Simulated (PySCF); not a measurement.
**CBr: bond curves at several levels of theory**

An exercise on one series of results from a longer session: the logs are not shown, and one member is left open.

The runs use PySCF 2.14.0; C 6-31G(d,p), Br 6-31G(d,p), no relativity.

The first run:

A driver script around PySCF takes these settings:

- atoms: C, Br
- charge: 0
- basis: C 6-31G(d,p), Br 6-31G(d,p)
- Hamiltonian: no relativity
- basis functions: 46
- electrons treated: 41
- masses in u: 12.0000, 78.9183
- levels: PBE0, PBE, r²SCAN, B2PLYP, BHandHLYP, TPSS, HSE06, HF, MP2, SCS-MP2, CCSD, CCSD(T)
- grid: 80 radial by 434 angular points
- occupations: held fixed by the projection of orbital angular momentum
- dissociation limit: C + Br, each in its ground configuration
- starting distance in angstrom: 1.825
- values of 2S to try: 1, 3

Launch:

```console
> OMP_NUM_THREADS=1 python dia.py task.json out
```

Among the steps run: Set-up; PBE0 along the bond; Excited determinants; PBE; r²SCAN; B2PLYP; BHandHLYP (global hybrid GGA); TPSS; HSE06 (range-separated hybrid); UHF (mean field); MP2 and coupled cluster.

One table of the session follows, with a row left open; its other results are not shown here.

Energy (eV) from each level's lowest point:

```
R (Å)    UHF  UHF-MP2  UHF-SCS-MP2  UHF-CCSD  UHF-CCSD(T)
1.583  1.123    0.991        1.036       n/a          n/a
1.657  0.513    0.425        0.458     0.490        0.504
1.730  0.173    0.124        0.143     0.161        0.169
1.786      ?        ?            ?         ?            ?
1.841  0.000    0.000        0.000     0.000        0.000
1.896  0.017    0.038        0.028     0.021        0.016
1.970  0.110    0.156        0.133     0.118        0.107
2.062  0.303    0.381        0.343     0.314        0.295
2.172  0.595    0.758        0.708     0.612        0.588
2.320  0.937    1.516        1.460       n/a          n/a
```

**Question.** Estimate the row for R (Å) = 1.786.

Worked estimate for «UHF». A straight line through the neighbours (1.730, 0.173) and (1.841, 0.000) gives 0.173 + (0.000 − 0.173) × (1.786 − 1.730) / (1.841 − 1.730) = 0.086; a parabola fitted to 4 rows on both sides gives 0.040.

**Answer.** UHF: 0.045; UHF-MP2: 0.022; UHF-SCS-MP2: 0.032; UHF-CCSD: 0.040; UHF-CCSD(T): 0.045. In «UHF» the line misses by +0.041 and the parabola by -0.005.

State 2 has its PBE0 minimum 1.95 eV higher. The other levels ran on the lowest alone.
